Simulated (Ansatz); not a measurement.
# C5HBClF7O2: small, medium and large basis sets

An exercise on one series of results from a longer session: the logs are not shown, and one member is left open.

Program: Ansatz 0.2.0, Gaussian basis. Level of theory: one geometry, several basis sets. These are calculated values, not measurements.

The runs, in order: PBE0-D4/def2-SVP; ωB97M-V/def2-SVP; PBE0-D4/def2-QZVPP; ωB97M-V/def2-QZVPP; the functionals' def2-TZVPP values are taken from earlier runs.

### Structure used throughout

The geometry comes from an earlier relaxation with PBE0-D4 in a triple-zeta def2 set; it is a stationary point, not always the lowest conformer.

SMILES `F[B-]1(Cl)OC(C(F)(F)F)=CC(C(F)(F)F)=[O+]1`, 17 atoms, charge 0, spin multiplicity 1.

Atoms are counted from 1 here; the program's logs count them from 0.

Bond lengths: F1–B2 1.337 Å, B2–Cl3 1.816 Å, B2–O4 1.521 Å, B2–O16 1.521 Å, O4–C5 1.265 Å, C5–C6 1.529 Å, C5–C10 1.383 Å, C6–F7 1.330 Å, C6–F8 1.327 Å, C6–F9 1.325 Å, C10–C11 1.383 Å, C10–H17 1.077 Å, C11–C12 1.529 Å, C11–O16 1.265 Å, C12–F13 1.327 Å, C12–F14 1.330 Å, C12–F15 1.325 Å. Angles: F1–B2–Cl3 116.2°, F1–B2–O4 108.8°, F1–B2–O16 108.8°, Cl3–B2–O4 107.9°, Cl3–B2–O16 108.0°, O4–B2–O16 106.8°, B2–O4–C5 121.3°, O4–C5–C6 113.8°, O4–C5–C10 124.4°, C6–C5–C10 121.7°, C5–C6–F7 110.9°, C5–C6–F8 109.8°, C5–C6–F9 109.9°, F7–C6–F8 108.6°, F7–C6–F9 108.6°, F8–C6–F9 108.9°, C5–C10–C11 115.4°, C5–C10–H17 122.1° and more.

The first run:

The input, in.yaml:

```yaml
crystal:
  periodic: [false, false, false]
  atoms:
    - {symbol: F, position_ang: [-2.068788, -2.131028, -1.098975]}
    - {symbol: B, position_ang: [-1.431505, -1.483924, -0.117302]}
    - {symbol: Cl, position_ang: [-1.871016, -1.965716, 1.577035]}
    - {symbol: O, position_ang: [-1.693659, 0.007536, -0.263505]}
    - {symbol: C, position_ang: [-0.794906, 0.861544, -0.009808]}
    - {symbol: C, position_ang: [-1.296551, 2.306224, -0.011340]}
    - {symbol: F, position_ang: [-0.307122, 3.152111, 0.261683]}
    - {symbol: F, position_ang: [-1.795624, 2.608585, -1.203109]}
    - {symbol: F, position_ang: [-2.244890, 2.454966, 0.902508]}
    - {symbol: C, position_ang: [0.536803, 0.555527, 0.204420]}
    - {symbol: C, position_ang: [0.889622, -0.760405, -0.034023]}
    - {symbol: C, position_ang: [2.352115, -1.206370, -0.065459]}
    - {symbol: F, position_ang: [2.656516, -1.666384, -1.272458]}
    - {symbol: F, position_ang: [3.163504, -0.191628, 0.219113]}
    - {symbol: F, position_ang: [2.549621, -2.168696, 0.824031]}
    - {symbol: O, position_ang: [0.066456, -1.687127, -0.288970]}
    - {symbol: H, position_ang: [1.270424, 1.314281, 0.416458]}
basis:
  gaussian: {orbitals: def2-SVP}
hamiltonian: {xc: pbe0, dispersion: d4}
output: {orbitals: {seedname: orbitals}}
```

Started as:

```sh
$ ansatz run in.yaml --threads 11 --pin off --events-out ev --progress --plain --max-ram 174080MiB --backend cpu
```

Steps of the session up to this table: PBE0-D4 in def2-SVP; ωB97M-V in def2-SVP; PBE0-D4 in def2-QZVPP; ωB97M-V in def2-QZVPP.

One table of the session follows, with a row left open; its other results are not shown here.

It belongs to the step «Functionals by basis». 

```
functional       basis  HOMO (eV)  LUMO (eV)
   PBE0-D4    def2-SVP      -8.72      -4.02
   PBE0-D4  def2-TZVPP      -8.90      -4.05
   PBE0-D4  def2-QZVPP      -8.94      -4.08
   ωB97M-V    def2-SVP     -10.95      -1.84
   ωB97M-V  def2-TZVPP     -11.16      -1.92
   ωB97M-V  def2-QZVPP          ?          ?
```

**Question.** Estimate the row for ωB97M-V, def2-QZVPP.

As computed: HOMO (eV): -11.20; LUMO (eV): -1.96. In the column «HOMO (eV)» it is the lowest.
